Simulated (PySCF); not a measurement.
**[Ce(H2O)9]3+: other functionals and bases at one geometry**

The task here is to estimate one member of a computed series from the others.

Program: PySCF 2.14.0. Level of theory: several levels, as the steps say, no spin–orbit coupling. These are calculated values, not measurements.

1 further run of the same task is left out (for a known fault of the program).

## The starting structure

28 atoms, charge 3, spin multiplicity 1.

Bond lengths: Ce1–O2 2.625 Å, Ce1–O5 2.625 Å, Ce1–O8 2.625 Å, Ce1–O11 2.625 Å, Ce1–O14 2.625 Å, Ce1–O17 2.625 Å, Ce1–O20 2.557 Å, Ce1–O23 2.557 Å, Ce1–O26 2.557 Å, O2–H3 0.972 Å, O2–H4 0.973 Å, O5–H6 0.972 Å, O5–H7 0.973 Å, O8–H9 0.972 Å, O8–H10 0.973 Å, O11–H12 0.973 Å, O11–H13 0.972 Å, O14–H15 0.973 Å and more. Angles: O2–Ce1–O5 73.9°, O2–Ce1–O8 73.9°, O2–Ce1–O11 92.1°, O2–Ce1–O14 139.4°, O2–Ce1–O17 139.4°, O2–Ce1–O20 69.7°, O2–Ce1–O23 134.0°, O2–Ce1–O26 69.7°, O5–Ce1–O8 73.9°, O5–Ce1–O11 139.4°, O5–Ce1–O14 92.1°, O5–Ce1–O17 139.4°, O5–Ce1–O20 69.7°, O5–Ce1–O23 69.7°, O5–Ce1–O26 134.0°, O8–Ce1–O11 139.4°, O8–Ce1–O14 139.4°, O8–Ce1–O17 92.1° and more.

Coordinates:

```xyz
28
charge 3, multiplicity 1
Ce    0.00000    0.00000    0.00000
O     1.82228    0.00001    1.88970
H     1.77386    0.00001    2.86073
H     2.77886    0.00001    1.71060
O    -0.91115    1.57813    1.88970
H    -0.88694    1.53620    2.86073
H    -1.38944    2.40656    1.71060
O    -0.91113   -1.57814    1.88970
H    -0.88692   -1.53621    2.86073
H    -1.38942   -2.40657    1.71060
O     1.82228    0.00001   -1.88970
H     2.77886    0.00001   -1.71060
H     1.77386    0.00001   -2.86073
O    -0.91115    1.57813   -1.88970
H    -1.38944    2.40656   -1.71060
H    -0.88694    1.53620   -2.86073
O    -0.91113   -1.57814   -1.88970
H    -1.38942   -2.40657   -1.71060
H    -0.88692   -1.53621   -2.86073
O     1.27859    2.21461    0.00000
H     1.57318    2.72486    0.77322
H     1.57318    2.72486   -0.77322
O    -2.55720   -0.00001    0.00000
H    -3.14639   -0.00001    0.77322
H    -3.14639   -0.00001   -0.77322
O     1.27861   -2.21459    0.00000
H     1.57321   -2.72484    0.77322
H     1.57321   -2.72484   -0.77322
```

Formal oxidation states: Ce +3. Each metal's 1 4f electrons lie in its core potential, so multiplicities, spins and levels count the valence alone. An earlier session relaxed this geometry at r2SCAN, Ce lcecp-1-SVP with ECP47, O def2-SVP, H def2-SVP (singlet, point group D3h).

At r2SCAN on the finer grid: E = -718.578914 Eh, HOMO -18.48 eV, LUMO -11.11 eV, Mulliken charge on Ce1 +0.92 e, largest force component 0.076 eV/Å. 

Levels to run: wB97X; PBE0; revPBE; CAM-B3LYP. Hardware: 4 threads of Intel Xeon 6975P-C (Granite Rapids), shared host.

The first run:

run.py (the lines that set the calculation)

```python
mol = gto.M(atom='''
Ce     0.00000     0.00000     0.00000
O      1.82228     0.00001     1.88970
H      1.77386     0.00001     2.86073
H      2.77886     0.00001     1.71060
O     -0.91115     1.57813     1.88970
H     -0.88694     1.53620     2.86073
H     -1.38944     2.40656     1.71060
O     -0.91113    -1.57814     1.88970
H     -0.88692    -1.53621     2.86073
H     -1.38942    -2.40657     1.71060
O      1.82228     0.00001    -1.88970
H      2.77886     0.00001    -1.71060
H      1.77386     0.00001    -2.86073
O     -0.91115     1.57813    -1.88970
H     -1.38944     2.40656    -1.71060
H     -0.88694     1.53620    -2.86073
O     -0.91113    -1.57814    -1.88970
H     -1.38942    -2.40657    -1.71060
H     -0.88692    -1.53621    -2.86073
O      1.27859     2.21461     0.00000
H      1.57318     2.72486     0.77322
H      1.57318     2.72486    -0.77322
O     -2.55720    -0.00001     0.00000
H     -3.14639    -0.00001     0.77322
H     -3.14639    -0.00001    -0.77322
O      1.27861    -2.21459     0.00000
H      1.57321    -2.72484     0.77322
H      1.57321    -2.72484    -0.77322''',
    basis={'Ce': 'lcecp-1-SVP', 'O': 'def2-SVP', 'H': 'def2-SVP'},
    ecp={'Ce': 'lcecp-1-SVP'},
    charge=3, spin=0)
mf = dft.RKS(mol, xc='WB97X')
mf.grids.atom_grid = (75, 302)  # f atoms: unpruned, at least (60, 302)
mf = mf.density_fit()  # fitting sets: Ce AutoAux, O def2-universal-JKFIT, H def2-universal-JKFIT
mf.conv_tol = 1e-08; mf.max_cycle = 55
mf.kernel(dm0)  # dm0: the density of the relaxed state
```

Launch:

```console
OMP_NUM_THREADS=4 python run.py
```

Among the steps run: wB97X; PBE0; revPBE; CAM-B3LYP.

One of the session's tables, all rows but one given; the rest of the session is left out.

```
                level  HOMO (eV)  gap (eV)  charge on Ce1 (e)  largest force component (eV/Å)
r2SCAN (relaxed here)     -18.48      7.37               0.92                            0.08
                wB97X     -22.48     13.94               0.89                            0.14
                 PBE0          ?         ?                  ?                               ?
               revPBE     -17.97      6.59               0.72                            0.37
            CAM-B3LYP     -21.40     11.56               0.85                            0.04
```

**Question.** Estimate the row for PBE0.

The run gave: HOMO (eV): -19.92; gap (eV): 9.35; charge on Ce1 (e): 0.95; largest force component (eV/Å): 0.14. In the column «HOMO (eV)» it lies between CAM-B3LYP (-21.40) and r2SCAN (relaxed here) (-18.48).

In one basis the HOMO–LUMO gap runs from 6.59 eV (revPBE) to 13.94 eV (wB97X). The largest leftover force, 0.37 eV/Å with revPBE, stands at a geometry relaxed at another level. With 4f in the core, its levels are missing from HOMO and gap, and its count is fixed, so no charge can pass from the ligands into it. Total energies of different levels can't be compared.
